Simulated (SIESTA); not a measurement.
The system is GdYO2.

```xyz
8
Lattice="3.6296 0.0000 0.0000 -1.8148 3.1433 0.0000 0.0000 0.0000 13.1209" Properties=species:S:1:pos:R:3 pbc="T T T"
Gd    0.0000    2.0955    3.2802
Gd    1.8148    1.0478    9.8407
Y     0.0000    0.0000    0.0000
Y     0.0000    0.0000    6.5605
O     0.0000    2.0955    1.0498
O     0.0000    2.0955    5.5107
O     1.8148    1.0478   12.0712
O     1.8148    1.0478    7.6102
```

The cell comes from a database or a generator and needn't be the stable form of this composition.

```yaml
Program: SIESTA 5.4.2
Task: single point
Functional: PBEsol
Potentials_or_basis: PseudoDojo 0.4 standard with PseudoDojo 3+ lanthanides (4f in the core) (PBE and PBEsol files)
Basis: DZP (energy shift 0.003 Ry; two zetas on semicore shells)
Grid_cutoff: 800 Ry
Energy_shift: 0.003 Ry
k_mesh: 8 × 8 × 2
Occupations: fermi-dirac, width 0.05 eV
Spin: collinear spin, ferromagnetic start
Starting_moments: "[7.0, 7.0, 0.0, 0.0, 0.0, 0.0, 0.0, 0.0] μB"
```

On this cell: pressure -3.8 GPa; largest force 0.127 eV/Å; net moment 0.00 μB per cell; band gap on the k mesh 0.08 eV, direct.

The same run follows on a disturbed copy (atoms moved at random, drawn with an rms of 0.05 Å):

```
Gd Y O
1.0
     3.62956    0.00000    0.00000
    -1.81478    3.14329    0.00000
     0.00000    0.00000   13.12093
Gd Y O
2 2 4
Direct
  0.32654 0.66200 0.25215
  0.66299 0.33089 0.74822
  0.00005 0.00907 0.00277
  0.98525 0.97920 0.49810
  0.31836 0.65239 0.07720
  0.33142 0.65597 0.41881
  0.68370 0.34520 0.92148
  0.65555 0.32381 0.58224
```

Task: What changes?

Result: The energy moves by +12.6 meV/atom; pressure -3.5 GPa; largest force 0.950 eV/Å; net moment 0.00 μB per cell; band gap on the k mesh none (metal or under the smearing width).

Forces on the atoms (eV/Å):
```
Gd   0.007 -0.031 -0.692
Gd   0.017  0.008  0.732
Y    0.095 -0.296 -0.519
Y    0.077  0.194  0.375
O    0.192  0.482  0.796
O   -0.172 -0.072  0.515
O   -0.306 -0.213 -0.273
O    0.090 -0.072 -0.935
```

Stress tensor (GPa, compression positive):
```
-3.57 -0.04  0.61
-0.04 -3.18  0.56
 0.61  0.56 -3.63
```

Caveats: the potentials were made for another functional, which shifts forces and pressure; spin-orbit coupling is left out, which moves the levels of the heavy elements; the 4f electrons are frozen in the core as for a trivalent ion, so they carry no moment and show no levels; the basis of atomic orbitals isn't converged, which shifts pressures, moduli and gaps.
